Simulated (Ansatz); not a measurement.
# CrH4+ (doublet): from Hartree-Fock to the top rungs, def2-SVP

One table from this session's results is given with a row withheld; the runs are named, their logs left out.

The runs use Ansatz 0.2.0, Gaussian basis; def2-SVP, core rule «outside noble gas», up to 9 orbitals frozen.

The runs, in order: UHF; CCSD(T) on ROHF; CCSD(T) on UHF; CISD; CCSDT(Q) on ROHF; CCSDT(Q) on UHF; CASSCF and MRCISD+Q, 9 electrons in 10 orbitals; CASSCF and NEVPT2, 9 electrons in 10 orbitals.

16 further runs of the same task are left out: 5 that didn't finish, 11 set aside as unsound or not needed.

## The geometry

The geometry is a PBE0/def2-TZVP stationary point (not a proven minimum) of the parent state, kept for this charge and spin.

5 atoms, charge 1, spin multiplicity 2.

Atoms are counted from 1 here; the program's logs count them from 0.

Bond lengths: Cr1–H2 1.593 Å, Cr1–H3 1.593 Å, Cr1–H4 1.593 Å, Cr1–H5 1.593 Å. Angles: H2–Cr1–H3 109.5°, H2–Cr1–H4 109.5°, H2–Cr1–H5 109.5°, H3–Cr1–H4 109.5°, H3–Cr1–H5 109.5°, H4–Cr1–H5 109.5°.

Set-up of the first run:

Input file in.yaml:

```yaml
crystal:
  periodic: [false, false, false]
  atoms:
    - {symbol: Cr, position_ang: [0.000000, 0.000000, 0.000000]}
    - {symbol: H, position_ang: [0.919905, 0.921316, 0.918584]}
    - {symbol: H, position_ang: [-0.921510, -0.917008, 0.921282]}
    - {symbol: H, position_ang: [-0.918360, 0.918550, -0.922890]}
    - {symbol: H, position_ang: [0.919965, -0.922858, -0.916975]}
basis:
  gaussian: {orbitals: def2-SVP}
total_charge: 1
magnetization: {spin_polarized: true, initial_magnetization: 1}
hamiltonian: {xc: hf}
output: {orbitals: {seedname: orbitals}}
```

Started as:

```sh
$ ansatz run in.yaml --threads 1 --pin off --events-out ev --progress --plain --max-ram 2393MiB
```

Among the steps run: UHF; CCSD(T) on ROHF; CCSD(T) on UHF; CISD; CCSDT(Q) on ROHF; CCSDT(Q) on UHF; CASSCF and MRCISD+Q, 9 electrons in 10 orbitals; CASSCF and NEVPT2, 9 electrons in 10 orbitals.

One of the session's tables, all rows but one given; the rest of the session is left out.

It belongs to the step «Misses and costs». 

| method | from RCCSDT(Q) (meV) |
| --- | --- |
| ROHF | +9028.7 |
| RMP2 | +1466.4 |
| UMP2 | +1489.0 |
| CISD | +1727.0 |
| RCCSD | +528.1 |
| UCCSD | +512.2 |
| RCCSD(T) | +110.6 |
| UCCSD(T) | +91.8 |
| RCCSDT | ? |
| UCCSDT | +58.2 |
| RCCSDT(Q) | 0 |
| UCCSDT(Q) | -25.9 |
| CASSCF valence | +2411.3 |
| NEVPT2 valence | +549.0 |
| MRCISD valence | +115.8 |
| MRCISD+Q valence | +27.3 |

**Question.** Estimate the row for RCCSDT.

As computed: from RCCSDT(Q) (meV): +81.1. In the column «from RCCSDT(Q) (meV)» it lies between UCCSDT (+58.2) and UCCSD(T) (+91.8).

Left out of the table: UHF (another determinant or state than the rows shown).

To keep in mind: The determinant is far from a pure spin state, so its energy mixes those of several spin states (harmless only where they are near-degenerate, as at dissociation). Warnings: spin contamination; coupled cluster took another determinant than the lowest; large T1 diagnostic. Restricted and unrestricted rows rest on different reference determinants; where their highest levels disagree by more than a few hundredths of an eV, they describe different states and don't form one ladder.
